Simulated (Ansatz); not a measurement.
**BGeH₆N: one species, many methods**

The task here is to estimate one member of a computed series from the others.

The runs use Ansatz 0.2.0, Gaussian basis; functionals in def2-TZVPP, the program's frozen cores in correlated methods.

Plan: LDA (SPW92), PBE-D4, revPBE-D4, BLYP-D4, r2SCAN-D4, B97M-V, PBE0-D4, B3LYP-D4, r2SCANh-D4, r2SCAN0-D4, HSE06-D4, BHLYP-D4, CAM-B3LYP-D4, LC-ωPBE, ωB97X-V, ωB97M-V, B2PLYP, PBE-QIDH; CCSD(T)/def2-SVP; CCSD(T)/def2-TZVPP; MP2/def2-QZVPP; extrapolation to the limit; RPA on PBE.

## The relaxed structure

The geometry comes from an earlier relaxation with PBE0-D4 in a triple-zeta def2 set; it is a stationary point, not always the lowest conformer.

SMILES `N[BH][GeH3]`, 9 atoms, charge 0, spin multiplicity 1.

Atoms are counted from 1 here; the program's logs count them from 0.

Bond lengths: N1–B2 1.384 Å, N1–H4 1.007 Å, N1–H5 1.007 Å, B2–Ge3 2.064 Å, B2–H6 1.198 Å, Ge3–H7 1.542 Å, Ge3–H8 1.546 Å, Ge3–H9 1.542 Å. Angles: B2–N1–H4 123.6°, B2–N1–H5 123.0°, H4–N1–H5 113.4°, N1–B2–Ge3 120.3°, N1–B2–H6 118.1°, Ge3–B2–H6 121.6°, B2–Ge3–H7 112.0°, B2–Ge3–H8 112.0°, B2–Ge3–H9 112.0°, H7–Ge3–H8 106.9°, H7–Ge3–H9 106.5°, H8–Ge3–H9 107.0°.

Set-up of the first run:

in.yaml

```yaml
crystal:
  periodic: [false, false, false]
  atoms:
    - {symbol: N, position_ang: [-0.792922, 0.760436, -1.227037]}
    - {symbol: B, position_ang: [0.071750, 0.820247, -0.147974]}
    - {symbol: Ge, position_ang: [0.539164, -0.889142, 0.909644]}
    - {symbol: H, position_ang: [-1.228119, -0.089443, -1.546536]}
    - {symbol: H, position_ang: [-1.048175, 1.568975, -1.771109]}
    - {symbol: H, position_ang: [0.533225, 1.885914, 0.145945]}
    - {symbol: H, position_ang: [2.049907, -1.194032, 0.876143]}
    - {symbol: H, position_ang: [-0.184531, -2.134678, 0.347449]}
    - {symbol: H, position_ang: [0.148302, -0.774678, 2.396373]}
basis:
  gaussian: {orbitals: def2-TZVPP}
hamiltonian: {xc: lda}
output: {orbitals: {seedname: orbitals}}
```

On the command line:

```bash
$ ansatz run in.yaml --threads 2 --pin off --events-out ev --progress --plain --max-ram 4352MiB
```

Among the steps run: LDA; PBE-D4 (GGA); revPBE-D4 (GGA); BLYP-D4 (GGA); r2SCAN-D4 (meta-GGA); B97M-V (meta-GGA); PBE0-D4 (hybrid); B3LYP-D4 (hybrid); r2SCANh-D4 (hybrid); r2SCAN0-D4 (hybrid); HSE06-D4 (hybrid); BHLYP-D4 (hybrid); CAM-B3LYP-D4 (range-separated); LC-ωPBE (range-separated); ωB97X-V (range-separated); ωB97M-V (range-separated); B2PLYP (double hybrid); PBE-QIDH (double hybrid).

One table of the session follows, with a row left open; its other results are not shown here.

```
  functional  HOMO (eV)  gap (eV)
 LDA (SPW92)      -6.69      5.11
      PBE-D4      -6.61      5.24
   revPBE-D4          ?         ?
     BLYP-D4      -6.51      5.28
   r2SCAN-D4      -6.88      5.78
      B97M-V      -6.97      5.81
     PBE0-D4      -7.81      7.37
    B3LYP-D4      -7.62      6.98
  r2SCANh-D4      -7.32      6.55
  r2SCAN0-D4      -7.98      7.69
    HSE06-D4      -7.41      6.59
    BHLYP-D4      -8.94      9.49
CAM-B3LYP-D4      -9.16      9.83
     LC-ωPBE     -10.49     12.31
     ωB97X-V     -10.15     11.86
     ωB97M-V      -9.96     11.45
```

Estimate the missing values for revPBE-D4.

The run gave: HOMO (eV): -6.57; gap (eV): 5.29. In the column «HOMO (eV)» it lies between PBE-D4 (-6.61) and BLYP-D4 (-6.51).
